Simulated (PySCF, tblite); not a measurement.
**C3H10BO2Si radical: geometry, infrared bands and EPR parameters**

Wanted: the infrared bands and EPR parameters of C3H10BO2Si radical (`CCOB(O)C[SiH2]`), by calculation.

The runs use tblite 0.8.0 and PySCF 2.14.0, with density-fitted response routines of our own; the level of theory stands in each step. All values are computed, except where a source is named. Atoms are numbered from 0 throughout.

### Step 1. The starting structure

17 atoms, charge 0, multiplicity 2; geometry from: force field or distance geometry start.

Bonds of the start (Å): C0–C1 1.51, C1–O2 1.39, O2–B3 1.44, B3–O4 1.45, B3–C5 1.59, C5–Si6 1.80, C0–H7 1.11, C0–H8 1.12, C0–H9 1.11, C1–H10 1.10, C1–H11 1.11, O4–H12 0.99, C5–H13 1.12, C5–H14 1.12, Si6–H15 1.44, Si6–H16 1.42.

### Step 2. Optimising the geometry with GFN2-xTB

What the job is given:

```
{"job": {"kind": "relax", "xc": "GFN2-xTB", "basis": "xTB"}, "charge": 0, "multiplicity": 2}
C     -2.998500     0.363700     0.256400
C     -1.654300    -0.240000    -0.076600
O     -0.759300     0.826100    -0.133500
B      0.594500     0.450500    -0.447400
O      0.865700    -0.834100    -1.060000
C      1.735000     1.233700     0.346000
Si     3.288000     0.315200     0.364100
H     -3.171300     1.173100    -0.489000
H     -2.863500     0.864300     1.244800
H     -3.812500    -0.384400     0.293800
H     -1.384900    -0.987900     0.684000
H     -1.716200    -0.782600    -1.045200
H      0.963600    -0.769400    -2.038300
H      1.844900     2.246400    -0.110400
H      1.336300     1.416300     1.378700
H      4.062200     0.247700     1.575000
H      3.663300    -0.477100    -0.752200
```

The run is started by

```console
$ OMP_NUM_THREADS=1 python probes_run.py task.json out
```

This one command runs all jobs of the session in turn.

The log of the run:

```text
step      E/eV     max force
  0    -614.64055    3.078
  1    -614.98486    1.543
  2    -615.07726    0.903
  3    -615.11202    0.545
  4    -615.13519    0.377
  5    -615.15559    0.471
  6    -615.18740    0.549
  7    -615.21839    0.518
  8    -615.25605    0.553
  9    -615.29574    0.607
 10    -615.33292    0.537
 11    -615.35620    0.413
 12    -615.37149    0.274
 13    -615.38245    0.307
 14    -615.39551    0.350
 15    -615.40896    0.378
 16    -615.42121    0.350
 17    -615.43506    0.391
 18    -615.45915    0.505
 19    -615.49740    0.793
 20    -615.54997    0.836
 21    -615.50598    2.865
 22    -615.62175    0.909
 23    -615.65133    0.376
 24    -615.67117    0.641
 25    -615.70088    1.010
 26    -615.72421    0.543
 27    -615.74964    0.319
 28    -615.76434    0.278
 29    -615.77802    0.464
 30    -615.78775    0.635
 31    -615.79516    0.219
 32    -615.80338    0.231
 33    -615.80857    0.303
 34    -615.81298    0.254
 35    -615.81598    0.139
 36    -615.81792    0.091
 37    -615.81941    0.093
 38    -615.82076    0.090
 39    -615.82193    0.069
 40    -615.82296    0.078
 41    -615.82407    0.098
 42    -615.82549    0.097
 43    -615.82718    0.086
 44    -615.82879    0.088
 45    -615.83004    0.093
 46    -615.83111    0.094
 47    -615.83229    0.095
 48    -615.83365    0.085
 49    -615.83511    0.108
 50    -615.83676    0.133
 51    -615.83883    0.135
 52    -615.84132    0.131
 53    -615.84385    0.128
 54    -615.84641    0.137
 55    -615.84942    0.125
 56    -615.85393    0.169
 57    -615.85892    0.191
 58    -615.86366    0.207
 59    -615.86582    0.162
 60    -615.86874    0.140
 61    -615.87172    0.114
 62    -615.87334    0.093
 63    -615.87473    0.077
 64    -615.87557    0.064
 65    -615.87639    0.065
 66    -615.87702    0.048
 67    -615.87745    0.040
 68    -615.87789    0.054
 69    -615.87854    0.068
 70    -615.87925    0.067
 71    -615.87990    0.050
 72    -615.88043    0.046
 73    -615.88092    0.045
 74    -615.88134    0.055
 75    -615.88171    0.051
 76    -615.88210    0.060
 77    -615.88280    0.066
 78    -615.88365    0.068
 79    -615.88481    0.089
 80    -615.88580    0.077
 81    -615.88660    0.081
 82    -615.88736    0.071
 83    -615.88809    0.063
 84    -615.88891    0.094
 85    -615.88965    0.090
 86    -615.89043    0.059
 87    -615.89094    0.060
 88    -615.89160    0.056
 89    -615.89206    0.074
 90    -615.89258    0.085
 91    -615.89326    0.071
 92    -615.89420    0.073
 93    -615.89516    0.063
 94    -615.89590    0.067
 95    -615.89645    0.059
 96    -615.89694    0.058
 97    -615.89747    0.071
 98    -615.89793    0.064
 99    -615.89822    0.044
100    -615.89836    0.033
101    -615.89855    0.034
102    -615.89872    0.021
103    -615.89883    0.014
104    -615.89887    0.015
105    -615.89892    0.016
106    -615.89896    0.018
107    -615.89901    0.018
108    -615.89906    0.017
109    -615.89911    0.015
110    -615.89916    0.020
111    -615.89921    0.022
112    -615.89929    0.024
113    -615.89940    0.021
114    -615.89957    0.028
115    -615.89984    0.034
116    -615.90024    0.055
117    -615.90078    0.078
118    -615.90144    0.078
119    -615.90217    0.056
120    -615.90290    0.065
121    -615.90357    0.067
122    -615.90419    0.071
123    -615.90493    0.072
124    -615.90587    0.076
125    -615.90625    0.166
126    -615.90787    0.089
127    -615.90846    0.166
128    -615.91055    0.070
129    -615.91275    0.091
130    -615.91476    0.093
131    -615.91761    0.101
132    -615.91769    0.188
133    -615.91930    0.150
134    -615.92000    0.072
135    -615.92045    0.039
136    -615.92064    0.044
137    -615.92080    0.024
138    -615.92090    0.025
139    -615.92102    0.035
140    -615.92129    0.037
141    -615.92153    0.028
142    -615.92175    0.044
143    -615.92194    0.038
144    -615.92209    0.032
145    -615.92222    0.021
146    -615.92229    0.013
147    -615.92234    0.018
148    -615.92239    0.017
149    -615.92246    0.020
150    -615.92257    0.023
151    -615.92272    0.024
152    -615.92289    0.024
153    -615.92304    0.030
154    -615.92319    0.039
155    -615.92335    0.033
156    -615.92362    0.034
157    -615.92394    0.032
158    -615.92424    0.029
159    -615.92449    0.028
160    -615.92468    0.027
161    -615.92482    0.020
162    -615.92493    0.021
163    -615.92500    0.013
164    -615.92505    0.018
165    -615.92510    0.017
166    -615.92515    0.016
167    -615.92519    0.014
168    -615.92523    0.013
169    -615.92527    0.014
170    -615.92532    0.019
171    -615.92538    0.021
172    -615.92544    0.021
173    -615.92551    0.017
174    -615.92557    0.017
175    -615.92563    0.017
176    -615.92570    0.016
177    -615.92577    0.021
178    -615.92584    0.024
179    -615.92592    0.025
180    -615.92605    0.029
181    -615.92624    0.034
182    -615.92656    0.047
183    -615.92703    0.065
184    -615.92753    0.067
185    -615.92847    0.088
186    -615.92936    0.060
187    -615.93004    0.098
188    -615.93067    0.069
189    -615.93133    0.075
190    -615.93071    0.124
191    -615.93199    0.045
192    -615.93216    0.038
193    -615.93245    0.038
194    -615.93261    0.036
195    -615.93297    0.050
196    -615.93343    0.068
197    -615.93397    0.042
198    -615.93431    0.036
199    -615.93449    0.053
200    -615.93477    0.039
201    -615.93495    0.029
202    -615.93510    0.031
203    -615.93523    0.035
204    -615.93538    0.025
205    -615.93562    0.033
206    -615.93572    0.032
207    -615.93582    0.028
208    -615.93588    0.017
209    -615.93593    0.014
210    -615.93596    0.013
211    -615.93601    0.018
212    -615.93605    0.015
213    -615.93612    0.016
214    -615.93619    0.020
215    -615.93629    0.020
216    -615.93641    0.023
217    -615.93654    0.019
218    -615.93664    0.016
219    -615.93667    0.019
220    -615.93671    0.009
```

It took 1.1 s on 1 thread of Intel Xeon 6975P-C, shared host; peak memory 0.18 GiB.

Step by step: (not every step is listed)

| step | energy from step 0 (eV) | largest force (eV/Å) |
| --- | --- | --- |
| 0 | 0.0000 | 3.0779 |
| 1 | -0.3443 | 1.5434 |
| 2 | -0.4367 | 0.9034 |
| 3 | -0.4715 | 0.5453 |
| 4 | -0.4946 | 0.3768 |
| 5 | -0.5150 | 0.4705 |
| 6 | -0.5469 | 0.5493 |
| 7 | -0.5778 | 0.5180 |
| 8 | -0.6155 | 0.5526 |
| 28 | -1.1238 | 0.2783 |
| 48 | -1.1931 | 0.0852 |
| 68 | -1.2373 | 0.0536 |
| 88 | -1.2511 | 0.0562 |
| 108 | -1.2585 | 0.0165 |
| 128 | -1.2700 | 0.0700 |
| 148 | -1.2818 | 0.0172 |
| 168 | -1.2847 | 0.0135 |
| 188 | -1.2901 | 0.0695 |
| 208 | -1.2953 | 0.0171 |
| 215 | -1.2957 | 0.0203 |
| 216 | -1.2959 | 0.0226 |
| 217 | -1.2960 | 0.0189 |
| 218 | -1.2961 | 0.0160 |
| 219 | -1.2961 | 0.0188 |
| 220 | -1.2962 | 0.0092 |

Distances of close pairs at the start and the end, largest changes first:

| bond | before (Å) | after (Å) | change (Å) |
| --- | --- | --- | --- |
| C5–Si6 | 1.804 | 1.898 | +0.094 |
| B3–O4 | 1.449 | 1.361 | -0.088 |
| O2–B3 | 1.440 | 1.363 | -0.076 |
| Si6–H16 | 1.419 | 1.462 | +0.043 |
| C5–H14 | 1.122 | 1.087 | -0.035 |
| C0–H8 | 1.116 | 1.087 | -0.030 |
| C5–H13 | 1.116 | 1.087 | -0.029 |
| O4–H12 | 0.985 | 0.957 | -0.028 |

The next job starts from the end point, and lists it.

### Step 3. Harmonic vibrations with GFN2-xTB

What the job is given:

```
{"job": {"kind": "ir", "xc": "GFN2-xTB", "basis": "xTB"}, "charge": 0, "multiplicity": 2}
C     -2.609548     0.049660     0.745440
C     -1.535091    -0.202131    -0.303703
O     -0.409535     0.600576    -0.021079
B      0.740392     0.587904    -0.753151
O      0.946946    -0.208842    -1.836639
C      1.929660     1.483424    -0.238928
Si     2.826299     0.457886     1.083038
H     -2.894569     1.097893     0.739035
H     -2.227542    -0.197734     1.732084
H     -3.483920    -0.561410     0.536113
H     -1.249685    -1.265030    -0.293956
H     -1.925468     0.040827    -1.303462
H      0.220706    -0.777149    -2.093583
H      2.618336     1.733903    -1.041884
H      1.573412     2.410536     0.203116
H      2.017678     0.170370     2.265726
H      3.454932    -0.759190     0.571924
```

The log of the run:

```text
mode    cm-1     km/mol
  1      24.4      0.20
  2      47.2      0.14
  3      86.3      1.21
  4     122.6      0.12
  5     152.9      0.49
  6     160.8      0.07
  7     227.0      0.64
  8     284.0      3.35
  9     357.9      2.81
 10     473.2     26.42
 11     478.7     26.51
 12     502.5     40.01
 13     541.0    111.34
 14     584.6     64.06
 15     734.9      0.19
 16     748.4     27.40
 17     764.7    202.12
 18     795.2     92.53
 19     832.9      2.10
 20     911.5     41.73
 21     960.8    150.36
 22    1013.8     39.07
 23    1091.2     31.40
 24    1115.3     42.96
 25    1127.9     70.11
 26    1142.6      7.74
 27    1223.4    550.28
 28    1238.4    328.35
 29    1264.1      1.59
 30    1345.5      2.25
 31    1400.6      5.20
 32    1450.9      3.30
 33    1475.4      2.75
 34    1481.8      3.70
 35    1494.5      3.51
 36    2263.0    195.45
 37    2272.4    509.49
 38    2847.2     71.44
 39    2873.6     61.11
 40    3015.3     35.90
 41    3019.8     17.86
 42    3039.0     33.94
 43    3050.5     25.12
 44    3054.9     18.90
 45    3613.3      7.54
```

Wall time 0.41 s (1 thread of Intel Xeon 6975P-C, shared host); peak memory 0.18 GiB.

Which atoms move in the most intense modes:

| cm⁻¹ | km/mol | atoms |
| --- | --- | --- |
| 541 | 111.3 | H12 29 %, H15 23 %, H16 21 % |
| 765 | 202.1 | H15 29 %, H16 18 %, C5 16 % |
| 795 | 92.5 | C5 29 %, O4 15 %, Si6 12 %, O2 12 % |
| 961 | 150.4 | H12 29 %, O4 17 %, O2 13 %, H9 11 % |
| 1223 | 550.3 | B3 58 %, O2 20 % |
| 1238 | 328.4 | B3 68 %, O4 14 % |
| 2263 | 195.4 | H16 83 %, H15 15 % |
| 2272 | 509.5 | H15 82 %, H16 14 % |

### Step 4. g tensor and hyperfine couplings: B3LYP/pcH-1

Settings changed since step 3:

```diff
@@ -1,2 +1,2 @@
-{"job": {"kind": "ir", "xc": "GFN2-xTB", "basis": "xTB"}, "charge": 0, "multiplicity": 2}
+{"job": {"kind": "epr", "basis": "pcH-1"}, "charge": 0, "multiplicity": 2}
 C     -2.609548     0.049660     0.745440
```

Method: UKS B3LYP, pcH-1 on B C H O Si, non-relativistic, mean-field spin-orbit, GIAO.

The log of the run:

```text
UKS, coarse grid
  cycle   1  E = -585.05108341  |g| = 7.08e-01
  cycle   2  E = -584.81427411  |g| = 1.06e+00
  cycle   3  E = -585.23465827  |g| = 7.55e-02
  cycle   4  E = -585.23607928  |g| = 4.53e-02
  cycle   5  E = -585.23693286  |g| = 9.58e-03
  cycle   6  E = -585.23696073  |g| = 4.51e-03
  cycle   7  E = -585.23696890  |g| = 8.01e-04
UKS, final grid
  cycle   1  E = -585.23691510  |g| = 1.19e-03
  cycle   2  E = -585.23691418  |g| = 2.00e-03
  cycle   3  E = -585.23691568  |g| = 1.38e-04
  cycle   4  E = -585.23691569  |g| = 3.80e-05
  cycle   5  E = -585.23691569  |g| = 1.78e-05
E = -585.23691569 Eh   <S^2> = 0.7517 (exact 0.7500)
g shifts (ppm)      1          2          3
  rmc          -132       -132       -132
  gc             12         71        103
  oz_so          12       2022       2438
  total        -107       1962       2409
hyperfine (MHz)  atom isotope    a_iso     a_fc   dipolar eigenvalues
    0   13C      -0.05      -0.05     -0.12     -0.10      0.22
    1   13C       0.35       0.35     -0.25     -0.21      0.46
    2   17O      -0.66      -0.66     -3.74      1.65      2.09
    3   11B      34.07      34.08     -2.78     -2.21      4.99
    4   17O      -1.00      -0.99     -2.87      1.22      1.64
    5   13C       4.02       3.98     -5.07     -5.01     10.08
    6  29Si    -412.42    -413.45   -172.04     85.77     86.27
    7    1H      -0.02      -0.02     -0.40     -0.37      0.77
    8    1H      -0.01      -0.01     -0.53     -0.47      1.00
    9    1H      -0.05      -0.05     -0.28     -0.28      0.56
   10    1H       1.20       1.20     -0.74     -0.63      1.36
   11    1H       0.81       0.81     -0.55     -0.55      1.10
   12    1H       1.09       1.09     -1.37     -0.97      2.34
   13    1H       8.59       8.58     -4.25     -2.21      6.46
   14    1H       9.59       9.58     -4.27     -2.26      6.53
   15    1H      26.04      26.02    -10.21      1.62      8.59
   16    1H      24.48      24.46    -10.24      1.59      8.64
```

It took 51 s on 1 thread of Intel Xeon 6975P-C, shared host; peak memory 1.1 GiB.

Principal g values 2.00221, 2.00428, 2.00473; g(iso) = 2.00374, against 2.00232 for a free electron.

Hyperfine couplings; where a row names several nuclei, a(iso) is their mean (it holds for fast rotation or exchange) and the dipolar term the largest among them:

| nuclei | isotope | a(iso) (MHz) | a(iso) (G, at g = 2.0023) | largest dipolar term (MHz) |
| --- | --- | --- | --- | --- |
| Si6 | 29Si | -412.4 | -147.2 | -172.0 |
| B3 | 11B | 34.1 | 12.2 | 5.0 |
| H15, H16 | 1H | 25.3 | 9.0 | -10.2 |
| H13, H14 | 1H | 9.1 | 3.2 | 6.5 |
| C5 | 13C | 4.0 | 1.4 | 10.1 |
| H12 | 1H | 1.1 | 0.4 | 2.3 |
| H10, H11 | 1H | 1.0 | 0.4 | 1.4 |
| O4 | 17O | -1.0 | -0.4 | -2.9 |
| O2 | 17O | -0.7 | -0.2 | -3.7 |
| C1 | 13C | 0.3 | 0.1 | 0.5 |
| C0 | 13C | 0.0 | 0.0 | 0.2 |
| H7, H8, H9 | 1H | 0.0 | 0.0 | 1.0 |

Mulliken spin populations:

C0 0.00; C1 0.00; O2 0.01; B3 0.02; O4 0.01; C5 -0.01; Si6 0.98; H7 0.00; H8 0.00; H9 0.00; H10 0.00; H11 0.00; H12 0.00; H13 0.00; H14 0.00; H15 -0.01; H16 -0.01

In first order the couplings over 0.8 MHz of 11B, 1H give 216 distinct lines over 62.1 G, if the averaged nuclei exchange fast; the same motion can average rows kept apart here too.

The fields below are evaluated on a grid from the run's orbitals.

ELF in a plane through or near 6 of the atoms.

Values, 10 rows by 14 columns:
```
0.00 0.00 0.00 0.00 0.00 0.00 0.00 0.00 0.00 0.00 0.00 0.00 0.00 0.00
0.00 0.00 0.01 0.03 0.02 0.06 0.00 0.00 0.00 0.00 0.00 0.00 0.00 0.00
0.00 0.02 0.82 0.80 0.46 0.89 0.37 0.00 0.01 0.39 0.17 0.00 0.00 0.00
0.00 0.46 0.97 0.95 0.41 0.70 0.02 0.02 0.02 0.97 0.80 0.06 0.00 0.00
0.00 0.33 0.86 0.60 0.13 0.58 0.08 0.84 0.15 0.54 0.15 0.88 0.29 0.00
0.00 0.01 0.05 0.16 0.63 0.81 0.22 0.68 0.83 0.82 0.50 0.95 0.37 0.00
0.00 0.00 0.00 0.18 0.14 0.16 0.57 0.15 0.48 0.99 0.18 0.02 0.00 0.00
0.00 0.00 0.00 0.00 0.01 0.74 0.82 0.34 0.04 0.98 0.36 0.00 0.00 0.00
0.00 0.00 0.00 0.00 0.00 0.29 0.25 0.05 0.00 0.01 0.00 0.00 0.00 0.00
0.00 0.00 0.00 0.00 0.00 0.00 0.00 0.00 0.00 0.00 0.00 0.00 0.00 0.00
```
The map spans 12.4 Å across and 9.7 Å up, centred on the molecule. Atoms in the plane (x, y in Å): C0 (2.6, 0.7), C1 (1.6, -0.4), O4 (-0.9, -1.9), Si6 (-2.8, 1.1), H8 (2.3, 1.6), H9 (3.6, 0.4).

log10 of the density (e/Å³) in the same plane.

Ten even steps from '0' (-4.0) to '9' (1.1):
```
0000000000000000000000000000
0000001111110000000000000000
0000112222221000000000000000
0011233344432100012221000000
0012344455543211233332210000
0123455666643222345554321000
0123556666654333456765432000
0134566776654555567876543100
0123566777655677667987653200
0123456677766798778887753200
0012345677777898888776653200
0001234566789777787655432100
0000234555678766688654321000
0000123345688765566543210000
0000012235688764455432100000
0000000124566553333221000000
0000000013455432211110000000
0000000000222210000000000000
0000000000000000000000000000
0000000000000000000000000000
```
The map spans 12.4 Å across and 9.7 Å up, centred on the molecule. Atoms in the plane (x, y in Å): C0 (2.6, 0.7), C1 (1.6, -0.4), O4 (-0.9, -1.9), Si6 (-2.8, 1.1), H8 (2.3, 1.6), H9 (3.6, 0.4).

On the surface of density 0.002 e/bohr³ the electrostatic potential runs, from the 1st to the 99th percentile, from -1.24 V near O4 to 2.39 V near H12.

The spin density lies nearest to Si6 61 %; H16 17 %; H15 12 %.

### Step 5. Summary of results

| quantity | value |
| --- | --- |
| strongest single infrared mode (GFN2-xTB) | 1223 cm⁻¹, 550 km/mol |
| zero-point energy (GFN2-xTB) | 81.1 kcal/mol |
| g(iso) (B3LYP) | 2.00374 |
| ⟨S²⟩ | 0.752 (exact 0.75) |
| largest a(iso) (averaged by class) | 29Si on Si6, -412.4 MHz |
| potential on the surface of density 0.002 e/bohr³, 1st and 99th percentile | -1.24 V and 2.39 V |

**Reading.** The optimisation took 220 steps and gained 1.296 eV; among the close pairs (by a distance rule), C5–Si6 changed most, from 1.804 to 1.898 Å. No mode is imaginary among the 45: a minimum at this level. The strongest single mode, at 1223 cm⁻¹, moves mainly B3. GFN2-xTB is a fitted tight-binding method: band positions and strengths are rough. Its intensities can rank the bands wrongly. Si6 carries the largest spin population, 0.98 e. The isotropic g lies 1.4 ppt above the free-electron value. These values are for one conformer; the search (at its own cheap level) found 2 more, at 1.30, 1.36 kcal/mol, and measured spectra average over such forms.
